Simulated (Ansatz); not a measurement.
# NHBr (quartet): B2PLYP, RPA-PBE over a scan of the distance Br1–H2 along a hydrogen transfer, cc-pVDZ

How well do these functionals follow the top wave-function level for NHBr (quartet) over a scan of the distance Br1–H2 along a hydrogen transfer?

Method: cc-pVDZ, all electrons in the functionals, frozen cores in the correlation of double hybrids and RPA; program: Ansatz 0.2.0, Gaussian basis.

To be run: B2PLYP, RPA-PBE, at 1.421 Å; 1.521 Å; 1.722 Å; 1.923 Å; 2.124 Å.

## (1) What is computed

The geometry derives from fragments relaxed apart (PBE0/def2-TZVP) and kept rigid, so it is no stationary point. A hydrogen atom is moved between rigid fragments. No spin-orbit coupling is included. The filled d shell of Br may be among the frozen orbitals whatever the setting's name suggests; the logs give the count.

3 atoms, charge 0, spin multiplicity 4.

Atoms are counted from 1 here; the program's logs count them from 0.

Bond lengths: Br1–H2 1.421 Å.

No dispersion term is added.

The geometry shown and the zero of energy belong to the point 1.421 Å. The yardstick, RCCSDTQ, and other wave-function levels (R restricted, U unrestricted, valence and pair active spaces) come from earlier runs.

## (2) B2PLYP, 1.421 Å

in.yaml

```yaml
crystal:
  periodic: [false, false, false]
  atoms:
    - {symbol: Br, position_ang: [0.000000, 0.000000, -1.528200]}
    - {symbol: H, position_ang: [0.000000, 0.000000, -0.107600]}
    - {symbol: N, position_ang: [0.000000, 0.000000, 1.635800]}
basis:
  gaussian: {orbitals: cc-pVDZ}
magnetization: {spin_polarized: true, initial_magnetization: 3}
hamiltonian: {xc: {name: B2PLYP}}
correlation: {electrons: outside_noble_gas}
```

Launch:

```
ansatz run in.yaml --threads 1 --pin off --events-out ev --progress --plain --max-ram 2816MiB --backend cpu
```

What it wrote:

```text
Functional definition: B2PLYP
  name "B2PLYP"
  cite "Grimme, J. Chem. Phys. 124, 034108 (2006) doi:10.1063/1.2148954"
  cite "Becke, Phys. Rev. A 38, 3098 (1988) doi:10.1103/PhysRevA.38.3098"
  cite "Lee, Yang & Parr, Phys. Rev. B 37, 785 (1988) doi:10.1103/PhysRevB.37.785"
  parameter a = 0.53
  parameter c = 0.27
  exchange = (1 - a)*b88_x + a*exact_x
  correlation = (1 - c)*lyp_c + c*(mp2_os + mp2_ss)
499 factors; integrals over basis functions are off by at most 2.0e-3 eV
mean field evaluation 1: about -71532.0060 eV, gradient 6.6e0 eV
mean field evaluation 2: about -71532.0156 eV, gradient 6.7e0 eV
mean field evaluation 4: about -71532.5057 eV, gradient 1.0e0 eV
mean field evaluation 8: about -71532.5184 eV, gradient 2.6e-2 eV
mean field evaluation 16: about -71532.5184 eV, gradient 3.4e-5 eV
mean field -71532.51840615 eV, -2628.7715649436 hartree, gradient 1.8e-6 eV, S^2 3.755617; 0 other end points of the search recorded, 0 dependent functions left out
15 core orbitals not correlated: weight in the atoms' cores, before any rotation towards them, 1.000 or more for the frozen orbitals, at most 0.000 for the correlated occupied ones
reference -71532.51849528 eV, -2628.7715682189 hartree; 8, 5 occupied and 23, 26 virtual orbitals, 499 factors
second order -6.60481753 eV of doubles, -0.00000000 eV of singles
Total energy: -71534.30179601 eV, -2628.8371033121 hartree
```

Run time: 1.1 s. Hardware: 1 thread of AMD EPYC 7R13, shared host.

From the report: ⟨S²⟩ of the determinant 3.756 (pure quartet: 3.75).

## (3) B2PLYP, 1.521 Å

in.yaml

```yaml
crystal:
  periodic: [false, false, false]
  atoms:
    - {symbol: Br, position_ang: [0.000000, 0.000000, -1.561667]}
    - {symbol: H, position_ang: [0.000000, 0.000000, -0.040667]}
    - {symbol: N, position_ang: [0.000000, 0.000000, 1.602333]}
basis:
  gaussian: {orbitals: cc-pVDZ}
magnetization: {spin_polarized: true, initial_magnetization: 3}
hamiltonian: {xc: {name: B2PLYP}}
correlation: {electrons: outside_noble_gas}
```

Same command.

What it wrote, shortened:

```text
Functional definition: B2PLYP
  name "B2PLYP"
  cite "Grimme, J. Chem. Phys. 124, 034108 (2006) doi:10.1063/1.2148954"
  cite "Becke, Phys. Rev. A 38, 3098 (1988) doi:10.1103/PhysRevA.38.3098"
  cite "Lee, Yang & Parr, Phys. Rev. B 37, 785 (1988) doi:10.1103/PhysRevB.37.785"
[...]
497 factors; integrals over basis functions are off by at most 1.8e-3 eV
[...]
mean field -71532.41030640 eV, -2628.7675923509 hartree, gradient 3.0e-6 eV, S^2 3.759443; 0 other end points of the search recorded, 0 dependent functions left out
15 core orbitals not correlated: weight in the atoms' cores, before any rotation towards them, 1.000 or more for the frozen orbitals, at most 0.000 for the correlated occupied ones
reference -71532.41039598 eV, -2628.7675956432 hartree; 8, 5 occupied and 23, 26 virtual orbitals, 497 factors
second order -6.70821466 eV of doubles, -0.00000000 eV of singles
Total energy: -71534.22161394 eV, -2628.8341566755 hartree
```

It took 1.2 s on 1 thread of AMD EPYC 7R13, shared host.

From the report: ⟨S²⟩ of the determinant 3.759 (pure quartet: 3.75).

From 1.421 Å: +1.8 kcal/mol.

## (4) B2PLYP, 1.722 Å

in.yaml

```yaml
crystal:
  periodic: [false, false, false]
  atoms:
    - {symbol: Br, position_ang: [0.000000, 0.000000, -1.628667]}
    - {symbol: H, position_ang: [0.000000, 0.000000, 0.093333]}
    - {symbol: N, position_ang: [0.000000, 0.000000, 1.535333]}
basis:
  gaussian: {orbitals: cc-pVDZ}
magnetization: {spin_polarized: true, initial_magnetization: 3}
hamiltonian: {xc: {name: B2PLYP}}
correlation: {electrons: outside_noble_gas}
```

Launched as before.

What it wrote, shortened:

```text
Functional definition: B2PLYP
  name "B2PLYP"
  cite "Grimme, J. Chem. Phys. 124, 034108 (2006) doi:10.1063/1.2148954"
  cite "Becke, Phys. Rev. A 38, 3098 (1988) doi:10.1103/PhysRevA.38.3098"
  cite "Lee, Yang & Parr, Phys. Rev. B 37, 785 (1988) doi:10.1103/PhysRevB.37.785"
[...]
499 factors; integrals over basis functions are off by at most 1.5e-3 eV
[...]
mean field -71531.98306995 eV, -2628.7518917012 hartree, gradient 8.7e-6 eV, S^2 3.785257; 0 other end points of the search recorded, 0 dependent functions left out
15 core orbitals not correlated: weight in the atoms' cores, before any rotation towards them, 1.000 or more for the frozen orbitals, at most 0.000 for the correlated occupied ones
reference -71531.98316024 eV, -2628.7518950192 hartree; 8, 5 occupied and 23, 26 virtual orbitals, 499 factors
second order -6.92653924 eV of doubles, -0.00000000 eV of singles
Total energy: -71533.85332584 eV, -2628.8206223372 hartree
```

It took 1.2 s on 1 thread of AMD EPYC 7R13, shared host.

From the report: ⟨S²⟩ of the determinant 3.785 (pure quartet: 3.75).

From 1.421 Å: +10.3 kcal/mol.

## (5) B2PLYP, 1.923 Å

in.yaml

```yaml
crystal:
  periodic: [false, false, false]
  atoms:
    - {symbol: Br, position_ang: [0.000000, 0.000000, -1.695667]}
    - {symbol: H, position_ang: [0.000000, 0.000000, 0.227333]}
    - {symbol: N, position_ang: [0.000000, 0.000000, 1.468333]}
basis:
  gaussian: {orbitals: cc-pVDZ}
magnetization: {spin_polarized: true, initial_magnetization: 3}
hamiltonian: {xc: {name: B2PLYP}}
correlation: {electrons: outside_noble_gas}
```

The command is unchanged.

What it wrote, shortened:

```text
Functional definition: B2PLYP
  name "B2PLYP"
  cite "Grimme, J. Chem. Phys. 124, 034108 (2006) doi:10.1063/1.2148954"
  cite "Becke, Phys. Rev. A 38, 3098 (1988) doi:10.1103/PhysRevA.38.3098"
  cite "Lee, Yang & Parr, Phys. Rev. B 37, 785 (1988) doi:10.1103/PhysRevB.37.785"
[...]
497 factors; integrals over basis functions are off by at most 1.4e-3 eV
[...]
mean field -71531.94225196 eV, -2628.7503916677 hartree, gradient 3.2e-6 eV, S^2 3.790058; 4 other end points of the search recorded, 0 dependent functions left out
15 core orbitals not correlated: weight in the atoms' cores, before any rotation towards them, 1.000 or more for the frozen orbitals, at most 0.000 for the correlated occupied ones
reference -71531.94234202 eV, -2628.7503949773 hartree; 8, 5 occupied and 23, 26 virtual orbitals, 497 factors
second order -7.01617264 eV of doubles, -0.00000000 eV of singles
Total energy: -71533.83670864 eV, -2628.8200116664 hartree
```

Run time: 1.9 s. Hardware: 1 thread of AMD EPYC 7R13, shared host.

From the report: ⟨S²⟩ of the determinant 3.790 (pure quartet: 3.75).

From 1.421 Å: +10.7 kcal/mol.

## (6) B2PLYP, 2.124 Å

in.yaml

```yaml
crystal:
  periodic: [false, false, false]
  atoms:
    - {symbol: Br, position_ang: [0.000000, 0.000000, -1.762667]}
    - {symbol: H, position_ang: [0.000000, 0.000000, 0.361333]}
    - {symbol: N, position_ang: [0.000000, 0.000000, 1.401333]}
basis:
  gaussian: {orbitals: cc-pVDZ}
magnetization: {spin_polarized: true, initial_magnetization: 3}
hamiltonian: {xc: {name: B2PLYP}}
correlation: {electrons: outside_noble_gas}
```

The command is unchanged.

What it wrote, shortened:

```text
Functional definition: B2PLYP
  name "B2PLYP"
  cite "Grimme, J. Chem. Phys. 124, 034108 (2006) doi:10.1063/1.2148954"
  cite "Becke, Phys. Rev. A 38, 3098 (1988) doi:10.1103/PhysRevA.38.3098"
  cite "Lee, Yang & Parr, Phys. Rev. B 37, 785 (1988) doi:10.1103/PhysRevB.37.785"
[...]
497 factors; integrals over basis functions are off by at most 1.6e-3 eV
[...]
mean field -71532.13980320 eV, -2628.7576515417 hartree, gradient 8.4e-6 eV, S^2 3.764890; 4 other end points of the search recorded, 0 dependent functions left out
15 core orbitals not correlated: weight in the atoms' cores, before any rotation towards them, 1.000 or more for the frozen orbitals, at most 0.000 for the correlated occupied ones
reference -71532.13989329 eV, -2628.7576548525 hartree; 8, 5 occupied and 23, 26 virtual orbitals, 497 factors
second order -6.75334273 eV of doubles, -0.00000000 eV of singles
Total energy: -71533.96329583 eV, -2628.8246636598 hartree
```

Run time: 3.3 s. Hardware: 1 thread of AMD EPYC 7R13, shared host.

From the report: ⟨S²⟩ of the determinant 3.765 (pure quartet: 3.75).

From 1.421 Å: +7.8 kcal/mol.

## (7) RPA-PBE, 1.421 Å

in.yaml

```yaml
crystal:
  periodic: [false, false, false]
  atoms:
    - {symbol: Br, position_ang: [0.000000, 0.000000, -1.528200]}
    - {symbol: H, position_ang: [0.000000, 0.000000, -0.107600]}
    - {symbol: N, position_ang: [0.000000, 0.000000, 1.635800]}
basis:
  gaussian: {orbitals: cc-pVDZ}
magnetization: {spin_polarized: true, initial_magnetization: 3}
hamiltonian: {xc: {name: PBE}}
correlation: {method: rpa, electrons: outside_noble_gas}
```

Launched as before.

What it wrote, shortened:

```text
Functional definition: PBE
  name "PBE"
  cite "Perdew, Burke & Ernzerhof, Phys. Rev. Lett. 77, 3865 (1996) doi:10.1103/PhysRevLett.77.3865"
  parent pbe
[...]
499 factors; integrals over basis functions are off by at most 2.0e-3 eV
[...]
mean field -71534.82198016 eV, -2628.8562197270 hartree, gradient 7.4e-6 eV, S^2 3.752711; 0 other end points of the search recorded, 0 dependent functions left out
15 core orbitals not correlated: weight in the atoms' cores, before any rotation towards them, 1.000 or more for the frozen orbitals, at most 0.000 for the correlated occupied ones
reference -71493.28331804 eV, -2627.3297020499 hartree; 8, 5 occupied and 23, 26 virtual orbitals, 499 factors
Total energy: -71503.17134860 eV, -2627.6930804707 hartree
```

Wall time 0.91 s (1 thread of AMD EPYC 7R13, shared host).

From the report: ⟨S²⟩ of the determinant 3.753 (pure quartet: 3.75).

## (8) RPA-PBE, 1.521 Å

in.yaml

```yaml
crystal:
  periodic: [false, false, false]
  atoms:
    - {symbol: Br, position_ang: [0.000000, 0.000000, -1.561667]}
    - {symbol: H, position_ang: [0.000000, 0.000000, -0.040667]}
    - {symbol: N, position_ang: [0.000000, 0.000000, 1.602333]}
basis:
  gaussian: {orbitals: cc-pVDZ}
magnetization: {spin_polarized: true, initial_magnetization: 3}
hamiltonian: {xc: {name: PBE}}
correlation: {method: rpa, electrons: outside_noble_gas}
```

Launched as before.

What it wrote, shortened:

```text
Functional definition: PBE
  name "PBE"
  cite "Perdew, Burke & Ernzerhof, Phys. Rev. Lett. 77, 3865 (1996) doi:10.1103/PhysRevLett.77.3865"
  parent pbe
[...]
497 factors; integrals over basis functions are off by at most 1.8e-3 eV
[...]
mean field -71534.84063968 eV, -2628.8569054518 hartree, gradient 8.9e-6 eV, S^2 3.753738; 3 other end points of the search recorded, 0 dependent functions left out
15 core orbitals not correlated: weight in the atoms' cores, before any rotation towards them, 1.000 or more for the frozen orbitals, at most 0.000 for the correlated occupied ones
reference -71492.99108989 eV, -2627.3189628636 hartree; 8, 5 occupied and 23, 26 virtual orbitals, 497 factors
Total energy: -71503.06222611 eV, -2627.6890702934 hartree
```

It took 1.8 s on 1 thread of AMD EPYC 7R13, shared host.

From the report: ⟨S²⟩ of the determinant 3.754 (pure quartet: 3.75).

From 1.421 Å: +2.5 kcal/mol.

## (9) RPA-PBE, 1.722 Å

in.yaml

```yaml
crystal:
  periodic: [false, false, false]
  atoms:
    - {symbol: Br, position_ang: [0.000000, 0.000000, -1.628667]}
    - {symbol: H, position_ang: [0.000000, 0.000000, 0.093333]}
    - {symbol: N, position_ang: [0.000000, 0.000000, 1.535333]}
basis:
  gaussian: {orbitals: cc-pVDZ}
magnetization: {spin_polarized: true, initial_magnetization: 3}
hamiltonian: {xc: {name: PBE}}
correlation: {method: rpa, electrons: outside_noble_gas}
```

Same command.

What it wrote, shortened:

```text
Functional definition: PBE
  name "PBE"
  cite "Perdew, Burke & Ernzerhof, Phys. Rev. Lett. 77, 3865 (1996) doi:10.1103/PhysRevLett.77.3865"
  parent pbe
[...]
499 factors; integrals over basis functions are off by at most 1.5e-3 eV
[...]
mean field -71534.69501489 eV, -2628.8515538394 hartree, gradient 4.9e-6 eV, S^2 3.757829; 5 other end points of the search recorded, 0 dependent functions left out
15 core orbitals not correlated: weight in the atoms' cores, before any rotation towards them, 1.000 or more for the frozen orbitals, at most 0.000 for the correlated occupied ones
reference -71492.18432888 eV, -2627.2893149435 hartree; 8, 5 occupied and 23, 26 virtual orbitals, 499 factors
Total energy: -71502.69769669 eV, -2627.6756740842 hartree
```

Run time: 2.2 s. Hardware: 1 thread of AMD EPYC 7R13, shared host.

From the report: ⟨S²⟩ of the determinant 3.758 (pure quartet: 3.75).

From 1.421 Å: +10.9 kcal/mol.

## (10) RPA-PBE, 1.923 Å

in.yaml

```yaml
crystal:
  periodic: [false, false, false]
  atoms:
    - {symbol: Br, position_ang: [0.000000, 0.000000, -1.695667]}
    - {symbol: H, position_ang: [0.000000, 0.000000, 0.227333]}
    - {symbol: N, position_ang: [0.000000, 0.000000, 1.468333]}
basis:
  gaussian: {orbitals: cc-pVDZ}
magnetization: {spin_polarized: true, initial_magnetization: 3}
hamiltonian: {xc: {name: PBE}}
correlation: {method: rpa, electrons: outside_noble_gas}
```

Launched as before.

What it wrote, shortened:

```text
Functional definition: PBE
  name "PBE"
  cite "Perdew, Burke & Ernzerhof, Phys. Rev. Lett. 77, 3865 (1996) doi:10.1103/PhysRevLett.77.3865"
  parent pbe
[...]
497 factors; integrals over basis functions are off by at most 1.4e-3 eV
[...]
mean field -71534.74114360 eV, -2628.8532490384 hartree, gradient 3.6e-6 eV, S^2 3.758389; 8 other end points of the search recorded, 0 dependent functions left out
15 core orbitals not correlated: weight in the atoms' cores, before any rotation towards them, 1.000 or more for the frozen orbitals, at most 0.000 for the correlated occupied ones
reference -71492.02286380 eV, -2627.2833812110 hartree; 8, 5 occupied and 23, 26 virtual orbitals, 497 factors
Total energy: -71502.75748217 eV, -2627.6778711599 hartree
```

Wall time 3.8 s (1 thread of AMD EPYC 7R13, shared host).

From the report: ⟨S²⟩ of the determinant 3.758 (pure quartet: 3.75).

From 1.421 Å: +9.5 kcal/mol.

## (11) RPA-PBE, 2.124 Å

in.yaml

```yaml
crystal:
  periodic: [false, false, false]
  atoms:
    - {symbol: Br, position_ang: [0.000000, 0.000000, -1.762667]}
    - {symbol: H, position_ang: [0.000000, 0.000000, 0.361333]}
    - {symbol: N, position_ang: [0.000000, 0.000000, 1.401333]}
basis:
  gaussian: {orbitals: cc-pVDZ}
magnetization: {spin_polarized: true, initial_magnetization: 3}
hamiltonian: {xc: {name: PBE}}
correlation: {method: rpa, electrons: outside_noble_gas}
```

The command is unchanged.

What it wrote, shortened:

```text
Functional definition: PBE
  name "PBE"
  cite "Perdew, Burke & Ernzerhof, Phys. Rev. Lett. 77, 3865 (1996) doi:10.1103/PhysRevLett.77.3865"
  parent pbe
[...]
497 factors; integrals over basis functions are off by at most 1.6e-3 eV
[...]
mean field -71534.71423124 eV, -2628.8522600274 hartree, gradient 8.3e-6 eV, S^2 3.755581; 6 other end points of the search recorded, 0 dependent functions left out
15 core orbitals not correlated: weight in the atoms' cores, before any rotation towards them, 1.000 or more for the frozen orbitals, at most 0.000 for the correlated occupied ones
reference -71492.32231448 eV, -2627.2943858207 hartree; 8, 5 occupied and 23, 26 virtual orbitals, 497 factors
Total energy: -71502.91175397 eV, -2627.6835405440 hartree
```

Wall time 3.4 s (1 thread of AMD EPYC 7R13, shared host).

From the report: ⟨S²⟩ of the determinant 3.756 (pure quartet: 3.75).

From 1.421 Å: +6.0 kcal/mol.

## (12) The comparison

The yardstick is RCCSDTQ, where the cluster series has nearly closed. It comes from earlier runs at the same points. Energies in kcal/mol, counted from 1.421 Å; blanks weren't run or aren't comparable.

```
  level  1.421 Å  1.521 Å  1.722 Å  1.923 Å  2.124 Å
RCCSDTQ      0.0      2.7     13.7     16.3     13.5
 B2PLYP      0.0      1.8     10.3     10.7      7.8
RPA-PBE      0.0      2.5     10.9      9.5      6.0
```

Largest miss and mean time a point (RCCSDTQ took 92 s a point; shared hosts):

```csv
level,largest miss (kcal/mol),where,time a point
B2PLYP,-5.7,2.124 Å,1.8 s
RPA-PBE,-7.5,2.124 Å,2.4 s
```

## (13) Outcome

| quantity | value |
| --- | --- |
| span of the RCCSDTQ curve | 16.3 kcal/mol |
| largest miss, B2PLYP | -5.7 kcal/mol (2.124 Å) |
| largest miss, RPA-PBE | -7.5 kcal/mol (2.124 Å) |

**Reading.** Of the functionals, B2PLYP keep the smallest largest miss at the points compared (at most 5.7 kcal/mol) and RPA-PBE strays most (7.5 kcal/mol, at 2.124 Å). Functionals and the yardstick converge differently with the basis, so part of each miss in cc-pVDZ is the basis.
